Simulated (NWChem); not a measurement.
**GaSiH4BrO (SMILES [SiH3][O][GaH][Br]): levels of theory compared**

Aim: a comparison of 4 runs (HF/STO-3G, HF/3-21G, B3LYP/6-31G*) of GaSiH4BrO. 

The results are computed with NWChem 7.3.0.

### 1 The structure to begin with

GaSiH4BrO has 8 atoms, charge 0, and is taken as a singlet. As SMILES, `[SiH3][O][GaH][Br]`. The coordinates come from a PBE0-D4/def2-TZVP relaxation. This is one conformer, not always the lowest.

Bond lengths: Si1–O2 1.640 Å, O2–Ga3 1.768 Å, Ga3–Br4 2.282 Å, Si1–H5 1.488 Å, Si1–H6 1.488 Å, Si1–H7 1.485 Å, Ga3–H8 1.543 Å. Angles: Si1–O2–Ga3 137.3°, O2–Ga3–Br4 114.8°, O2–Si1–H5 111.0°, O2–Si1–H6 111.0°, O2–Si1–H7 108.0°, O2–Ga3–H8 121.4°, Br4–Ga3–H8 123.8°, H5–Si1–H6 108.6°, H5–Si1–H7 109.1°, H6–Si1–H7 109.1°.

### 2 Energy and forces at HF/STO-3G (run 1)

brgah4osi.nw reads:

```
start brgah4osi
title "BrGaH4OSi"
memory total 2200 mb

geometry units angstrom noautosym nocenter noautoz
Si    0.447100    1.307400   -0.066000
O     0.557100   -0.223300    0.511100
Ga   -0.311400   -1.750200    0.314900
Br   -2.088100   -1.664300   -1.114600
H     0.568300    1.328200   -1.548700
H    -0.851700    1.926600    0.312400
H     1.554700    2.100900    0.524400
H     0.124000   -3.025400    1.066500
end

basis spherical bse
Si library STO-3G
O library STO-3G
Ga library STO-3G
Br library STO-3G
H library STO-3G
end

scf
singlet
rhf
thresh 1e-08
maxiter 80
end

task scf gradient
```

The run is started by

```console
nwchem brgah4osi.nw > brgah4osi.out
```

Output:

```text
[...]
  functions       =    54
[...]
  wavefunction    = RHF
[...]
         Total SCF energy =  -4807.427946426592
      One-electron energy =  -7948.591549707966
      Two-electron energy =   2534.102167035542
 Nuclear repulsion energy =    607.061436245831
        Time for solution =      7.5s
[...]
                         RHF ENERGY GRADIENTS
    atom               coordinates                        gradient
                 x          y          z           x          y          z
   1 Si      0.844896   2.470628  -0.124722    0.004320  -0.036718   0.015141
   2 O       1.052766  -0.421976   0.965839    0.051181   0.100536   0.008191
   3 Ga     -0.588461  -3.307398   0.595075   -0.046211  -0.045103  -0.022007
   4 Br     -3.945937  -3.145071  -2.106289   -0.024679  -0.000145  -0.019428
   5 H       1.073931   2.509934  -2.926619    0.002468   0.000260  -0.031985
   6 H      -1.609480   3.640746   0.590350   -0.028088   0.013183   0.008105
   7 H       2.937957   3.970125   0.990972    0.023769   0.016928   0.012724
   8 H       0.234326  -5.717177   2.015393    0.017241  -0.048940   0.029258
[...]
```

It took 11 s on 1 thread of Intel Xeon 6975P-C (Granite Rapids), shared host; peak memory 0.097 GiB.

### 3 Energy and forces at HF/3-21G (run 2)

calc.nw reads:

```
echo
start calc
memory 2200 mb

geometry units angstrom noautosym nocenter noautoz
  Si     0.447100     1.307400    -0.066000
  O      0.557100    -0.223300     0.511100
  Ga    -0.311400    -1.750200     0.314900
  Br    -2.088100    -1.664300    -1.114600
  H      0.568300     1.328200    -1.548700
  H     -0.851700     1.926600     0.312400
  H      1.554700     2.100900     0.524400
  H      0.124000    -3.025400     1.066500
end

basis spherical bse
  * library 3-21G
end

scf
  thresh 1e-08
  maxiter 80
end

task scf gradient
```

The run is started by

```console
nwchem calc.nw > calc.out
```

Output:

```text
[...]
  functions       =    74
[...]
  wavefunction    = RHF
[...]
         Total SCF energy =  -4838.188492787422
      One-electron energy =  -7961.085151674064
      Two-electron energy =   2515.835222640811
 Nuclear repulsion energy =    607.061436245831
        Time for solution =      4.8s
[...]
                         RHF ENERGY GRADIENTS
    atom               coordinates                        gradient
                 x          y          z           x          y          z
   1 Si      0.844896   2.470628  -0.124722   -0.008541  -0.023276   0.000641
   2 O       1.052766  -0.421976   0.965839    0.025648   0.048821   0.004640
   3 Ga     -0.588461  -3.307398   0.595075   -0.037489  -0.023470  -0.022044
   4 Br     -3.945937  -3.145071  -2.106289    0.017601   0.000228   0.013796
   5 H       1.073931   2.509934  -2.926619    0.000399  -0.001323   0.000230
   6 H      -1.609480   3.640746   0.590350   -0.000032  -0.001148   0.000891
   7 H       2.937957   3.970125   0.990972    0.001474  -0.002602   0.002003
   8 H       0.234326  -5.717177   2.015393    0.000939   0.002771  -0.000156
[...]
```

Run time: 8.7 s. Hardware: 1 thread of Intel Xeon 6975P-C (Granite Rapids), shared host; peak memory 0.094 GiB.

Run 3 isn't shown in full; the table further down has it.

### 4 Energy and forces at B3LYP/6-31G(d) (Cartesian functions) (run 4)

run.nw reads:

```
start run
title "BrGaH4OSi"
memory stack 880 mb heap 220 mb global 1100 mb

geometry units angstrom noautosym nocenter noautoz
  Si     0.447100     1.307400    -0.066000
  O      0.557100    -0.223300     0.511100
  Ga    -0.311400    -1.750200     0.314900
  Br    -2.088100    -1.664300    -1.114600
  H      0.568300     1.328200    -1.548700
  H     -0.851700     1.926600     0.312400
  H      1.554700     2.100900     0.524400
  H      0.124000    -3.025400     1.066500
end

basis
  * library 6-31G*
end

dft
  xc b3lyp
  grid fine
  convergence energy 1e-08
  iterations 100
  mulliken
end

task dft gradient
```

The run is started by

```console
nwchem run.nw > run.out
```

Output:

```text
[...]
          Wavefunction type:  closed shell.
          No. of atoms     :     8
          No. of electrons :    92
[...]
          Charge           :     0
          Spin multiplicity:     1
[...]
          AO basis - number of functions:   112
[...]
              XC Information
              --------------
                         B3LYP Method XC Potential
                     Hartree-Fock (Exact) Exchange  0.200
                        Slater Exchange Functional  0.800 local
                    Becke 1988 Exchange Functional  0.720 non-local
              Lee-Yang-Parr Correlation Functional  0.810
                  VWN I RPA Correlation Functional  0.190 local
[...]
 d= 0,ls=0.0,diis     1  -4865.6403255709 -5.47D+03  1.65D-02  2.52D+00     4.5
[...]
 d= 0,ls=0.0,diis    11  -4865.7453702238 -6.71D-09  3.34D-07  1.23D-09    34.5
         Total DFT energy =    -4865.745370223773
      One electron energy =    -7983.228751072656
           Coulomb energy =     2707.902889895619
    Exchange-Corr. energy =     -197.480945292568
 Nuclear repulsion energy =      607.061436245831
[...]
      Total Density - Mulliken Population Analysis
     ---------------------------------------------
    Atom       Charge   Shell Charges
 -----------   ------   -------------------------------------------------------
    1 Si  14    13.39   2.00  1.99  5.96  1.01  1.78  0.18  0.25  0.21
    2 O    8     8.68   1.99  0.89  2.93  0.93  1.91  0.03
    3 Ga  31    30.58   2.00  1.99  6.00  1.95  5.99  1.24  1.30  0.02  0.07  6.87  2.95  0.20
    4 Br  35    35.15   2.00  1.99  6.00  1.93  5.99  1.62  3.84  0.34  1.38  7.02  2.95  0.11
    5 H    1     1.10   0.52  0.58
    6 H    1     1.10   0.52  0.58
    7 H    1     1.09   0.52  0.57
    8 H    1     0.91   0.48  0.44
[...]
  wavefunction    = closed shell
[...]
```

Run time: 59 s. Hardware: 1 thread of Intel Xeon 6975P-C (Granite Rapids), shared host; peak memory 0.13 GiB.

### 5 Overview of the runs

```csv
run,level,iteration cap,module,energy (Eh),dipole moment (D),HOMO energy (eV),LUMO energy (eV),wall time
1,HF/STO-3G,80,scf,-4807.427946,1.42,-7.66,5.10,11 s
2,HF/3-21G,80,scf,-4838.188493,1.38,-11.26,1.41,8.7 s
3,B3LYP/6-31G* (spherical functions),100,dft,-4865.728242,1.14,-8.19,-1.66,55 s
4,B3LYP/6-31G* (Cartesian functions),100,dft,-4865.745370,1.13,-8.18,-1.65,59 s
```

### 6 Summary of results

| quantity | value |
| --- | --- |
| run 4: total energy | -4865.74537 Eh |
| run 4: dipole moment | 1.13 D |
| run 4: HOMO energy | -8.18 eV |
| run 4: LUMO energy | -1.65 eV |
| run 4: HOMO–LUMO gap | 6.54 eV |
| run 4: largest force on an atom | 0.614 eV/Å |

What this shows: The dipole moment (its size) runs from 1.13 D (B3LYP/6-31G*) to 1.42 D (HF/STO-3G). The two ends differ in method and basis. The HOMO–LUMO gap runs from 6.52 eV (B3LYP/6-31G*) to 12.76 eV (HF/STO-3G). In run 1 the basis is minimal, so the values are rough. All runs together took 2.2 min, the longest 59 s.
